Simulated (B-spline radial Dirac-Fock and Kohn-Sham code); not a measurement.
# Inner shells of Lu⁶⁴⁺

What does theory give for the Lu⁶⁴⁺ ion? The session works out its X-ray form factor and Compton profile and the binding energy of each subshell.

Method: a free atom or ion on a radial basis; each step names its model; computed with B-spline radial Dirac-Fock and Kohn-Sham code, version 2.

### Step 1. The system

Lu⁶⁴⁺ in the configuration [He] 2s2 2p3.

| Quantity | Value |
| --- | --- |
| nuclear charge | 71 |
| electrons | 7 |
| mass number | 175 |
| nuclear rms radius | 5.37 fm |

Outer shells as boxes (Hund's rule, for the drawing alone; heavy ions are jj-coupled, and the calculation averages over the configuration):

```
[He] core
2s [↑↓]
2p [↑ ][↑ ][↑ ]
```

### Step 2. Form factor and Compton profile

Model: Dirac-Fock average of configuration, finite nucleus; form factor of the spherical density, Waller-Hartree incoherent function, impulse-approximation Compton profiles.

The run's settings:

```ini
task = scatter
Z = 71
charge = 64
configuration = 1s2 2s2 2p3
mass_number = 175
rms_radius = 5.37  # fm
s = [0.0, 0.05, 0.1, 0.15, 0.2, 0.25, 0.3, 0.35, 0.4, 0.45, 0.5, 0.6, 0.7, 0.8, 0.9, 1.0, 1.1, 1.2, 1.4, 1.6, 1.8, 2.0, 2.5, 3.0, 3.5, 4.0, 5.0, 6.0]  # 1/A
pz = [0, 0.1, 0.14, 0.2, 0.28, 0.4, 0.57, 0.8, 1.1, 1.6, 2.3, 3.2, 4.5, 6.4, 9.1, 13.0, 18.0, 26.0, 36.0, 52.0, 73.0]  # a.u.
photon_energy = [5000, 8047.8, 20000, 50000, 100000, 200000, 500000, 1000000]  # eV
```

Main fields of the result record, rounded:

```text
status: converged
form_factor [e]: [7.0, 6.9994, 6.9975, 6.9945, 6.9901, 6.9846, 6.9779, 6.9699, 6.9607, 6.9503, 6.9387, 6.912, 6.8807, 6.8447, 6.8043, 6.7596, 6.7107, 6.6577, 6.5401, 6.4083, 6.2636, 6.1077, 5.6791, 5.2156, 4.7411, 4.2762, 3.4343, 2.7601]
incoherent: [1.0135e-11, 0.0008393, 0.0033563, 0.0075481, 0.01341, 0.020936, 0.030117, 0.040944, 0.053404, 0.067484, 0.083168, 0.11928, 0.16158, 0.20989, 0.264, 0.32369, 0.3887, 0.45877, 0.61295, 0.7838, 0.96876, 1.1652, 1.689, 2.229, 2.7527, 3.237, 4.0419, 4.6232]
compton_total [1/a.u.]: [0.15117, 0.15116, 0.15116, 0.15115, 0.15114, 0.1511, 0.15104, 0.15091, 0.15067, 0.15013, 0.14903, 0.14706, 0.1432, 0.13568, 0.12216, 0.10005, 0.073424, 0.04348, 0.024253, 0.011269, 0.0047205]
shells: ["1s1/2", "2s1/2", "2p1/2", "2p3/2"]
occupation: [2.0, 2.0, 1.0, 2.0]
mean_momentum [a.u.]: [72.65, 26.974, 35.382, 31.843]
r2 [bohr^2]: 0.033462
r_inverse [1/bohr]: 261.39
r1 [bohr]: 0.4049
coherent [b]: [32.411, 32.119, 29.83, 20.343, 9.6502, 3.6848, 0.80774, 0.22317]
incoherent_cross_section [b]: [0.017605, 0.044585, 0.24556, 1.0043, 1.7627, 2.0443, 1.81, 1.4117]
radial_jk:
  2p: {"j0": [1.0, 0.99989, 0.99956, 0.99902, 0.99826, 0.99728, 0.99609, 0.99468, 0.99306, 0.99122, 0.98918, 0.98446, 0.97892, 0.97257, 0.96543, 0.95752, 0.94887, 0.9395, 0.91871, 0.89538, 0.86977, 0.84215, 0.76615, 0.68379, 0.59927, 0.51623, 0.36512, 0.24346], "j2": [0.0, 4.3561e-05, 0.0001742, 0.00039176, 0.00069602, 0.0010866, 0.0015632, 0.0021252, 0.002772, 0.0035029, 0.0043171, 0.0061919, 0.0083884, 0.010897, 0.013707, 0.016807, 0.020184, 0.023823, 0.031829, 0.040696, 0.050284, 0.060446, 0.087383, 0.11468, 0.14029, 0.16263, 0.19376, 0.20548], "r2": 0.005911, "r4": 6.7998e-05, "r6": 1.284e-06}
```

Form factor and incoherent function, every second point:

```csv
s (1/Å),f (e),f / N,S(s)
0,7.000,1.000,0
0.100,6.998,1.000,0.003356
0.200,6.990,0.999,0.01341
0.300,6.978,0.997,0.03012
0.400,6.961,0.994,0.05340
0.500,6.939,0.991,0.08317
0.700,6.881,0.983,0.1616
0.900,6.804,0.972,0.2640
1.10,6.711,0.959,0.3887
1.40,6.540,0.934,0.6129
1.80,6.264,0.895,0.9688
2.50,5.679,0.811,1.689
3.50,4.741,0.677,2.753
5.00,3.434,0.491,4.042
```

### Step 3. Hole states by ΔSCF

Model: Dirac-Fock average of configuration, Delta-SCF, finite nucleus, first-order Breit with its frequency dependence, self-energy and vacuum polarisation.

Settings, as recorded:

```ini
task = binding
```

Main fields of the result record, rounded:

```text
status: converged
shells: ["K", "L1", "L2,3"]
total_energy_parts [Ha]: [-8453.3631, 9.15797731, -0.626484298, -0.109237098, 11.3262035, -2.00282279]
koopmans [eV]: [70307.3, 16742.2, 15643.0]
dirac_coulomb [eV]: [70292.8, 16740.7, 15641.2]
gaunt [eV]: [-183.355, -20.7067, -26.646]
retardation [eV]: [8.20595, 1.68416, 4.30521]
breit_frequency [eV]: [1.41294, -0.218668, 1.08173]
self_energy [eV]: [-128.612, -19.5746, -1.34539]
vacuum_polarisation [eV]: [23.2768, 3.29333, 0.00422938]
binding [eV]: [70013.7, 16705.2, 15618.6]
mean_radius [bohr]: [0.019262, 0.0787208, 0.0719686]
```

total_energy_parts: Dirac-Coulomb, Gaunt, retardation, frequency dependence, self-energy, vacuum polarisation. 

Each level as Koopmans' value plus corrections (eV):

```csv
level,-ε,relaxation,Breit,QED,binding
1s,70307.3,-14.48,-173.74,-105.34,70013.7
2s,16742.2,-1.46,-19.24,-16.28,16705.2
2p,15643.0,-1.85,-21.26,-1.34,15618.6
```

### Step 4. Outcome

| quantity | value |
| --- | --- |
| rms radius of the electron cloud | 0.0691 bohr |
| form factor halves at | 4.9 1/Å |
| Compton profile at zero | 0.1512 1/a.u. |
| deepest level listed, K (1s) | 70013.7 eV |
| least bound, L2,3 (2p) | 15618.6 eV |
| ionisation energy, NIST (theoretical) | 15211.0 eV |

In words: f falls from 7 to half of that at s = 4.9 1/Å. Incoherent scattering outweighs coherent from 500 keV on, among the energies asked. The K (1s) level lies 14.5 eV under Koopmans' value by relaxation alone; Breit gives -173.74 and QED -105.34 eV. NIST's ionisation energy differs by -407.58 eV from the least binding energy; the calculation averages open shells over their j components and terms. The Hartree-Fock and Dirac-Fock values hold no electron correlation.
